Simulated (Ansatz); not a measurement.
# Al3CoNi2: the cost of one run

Program: Ansatz 0.2.0. Level of theory: DFT PBE, scalar-relativistic, plane waves, PAW, unless a step names another level. These are calculated values, not measurements.

1 further run of the same task is left out (for a known fault of the program).

**1. The starting structure**

It takes space group P4/mmm (No. 123, tetragonal). Conventional cell: a = 2.852 Å, b = 2.852 Å, c = 8.810 Å, α = 90.00°, β = 90.00°, γ = 90.00°. Al (site symmetry 4mm) is surrounded by 4 Co at 2.48 Å and 4 Ni at 2.50 Å. Al (site symmetry 4/mmm) is surrounded by 8 Ni at 2.51 Å and 6 Al at 2.85 to 2.96 Å. Co (site symmetry 4/mmm) has 8 Al at 2.48 Å as nearest neighbours. Ni (site symmetry 4mm) is surrounded by 8 Al at 2.50 to 2.51 Å and 5 Ni at 2.85 to 2.97 Å and 1 Co at 2.92 Å.

Structure file:

```cif
data_structure
_symmetry_space_group_name_H-M 'P4/mmm'
_symmetry_Int_Tables_number 123
_cell_length_a 2.8524
_cell_length_b 2.8524
_cell_length_c 8.8099
_cell_angle_alpha 90.000
_cell_angle_beta 90.000
_cell_angle_gamma 90.000
_cell_volume 71.68
loop_
_atom_site_label
_atom_site_type_symbol
_atom_site_symmetry_multiplicity
_atom_site_Wyckoff_symbol
_atom_site_fract_x
_atom_site_fract_y
_atom_site_fract_z
_atom_site_occupancy
Al1 Al 2 h 0.50000 0.50000 0.83625 1
Al2 Al 1 d 0.50000 0.50000 0.50000 1
Co1 Co 1 a 0.00000 0.00000 0.00000 1
Ni1 Ni 2 g 0.00000 0.00000 0.66880 1
```

It is the end of an earlier relaxation with the same method, from a generated guess; it is a trial structure. At a tolerance of 0.05 Å it has space group P4/mmm (No. 123); it has 11.95 Å³/atom, an uncorrected energy of -0.62 eV/atom over the elements and, on its mesh, gap none (metal).

**2. Strained cells: the elastic tensor**

Input file input.yaml:

```yaml
crystal:
  lattice:
    - [2.867825675, 0.0, 0.0]
    - [0.0, 2.867825675, 0.0]
    - [0.0, 0.0, 8.7312010748]
  atoms:
    - { symbol: Al, position: [0.5, 0.5, 0.8366838732] }
    - { symbol: Al, position: [0.5, 0.5, 0.1633161268] }
    - { symbol: Al, position: [0.5, 0.5, 0.5] }
    - { symbol: Co, position: [0.0, 0.0, 0.0] }
    - { symbol: Ni, position: [0.0, 0.0, 0.6681621483] }
    - { symbol: Ni, position: [0.0, 0.0, 0.3318378517] }
basis:
  ecutwfc: 420
kpoints:
  mp_grid: { grid: [14, 14, 4] }
hamiltonian:
  xc: pbe
scf:
  occupations: { method: fermi_dirac, width: 0.15 }
output:
  forces: true
  stress: true
  eigenvalues: true
elastic:
  mode: relaxed_ion
  amplitude: 0.005
  stencil: two_point
```

Launch:

```
> ansatz run input.yaml --threads 1 --pin off --max-ram 2560MiB --backend cpu --events-out ev --progress --plain --runs-dir out
```

**Question.** How long does this run take on 1 thread of AMD EPYC 9R45 (Zen 5), shared host, and how much memory does it need?

About 5.8 min, with a peak of 0.86 GiB.
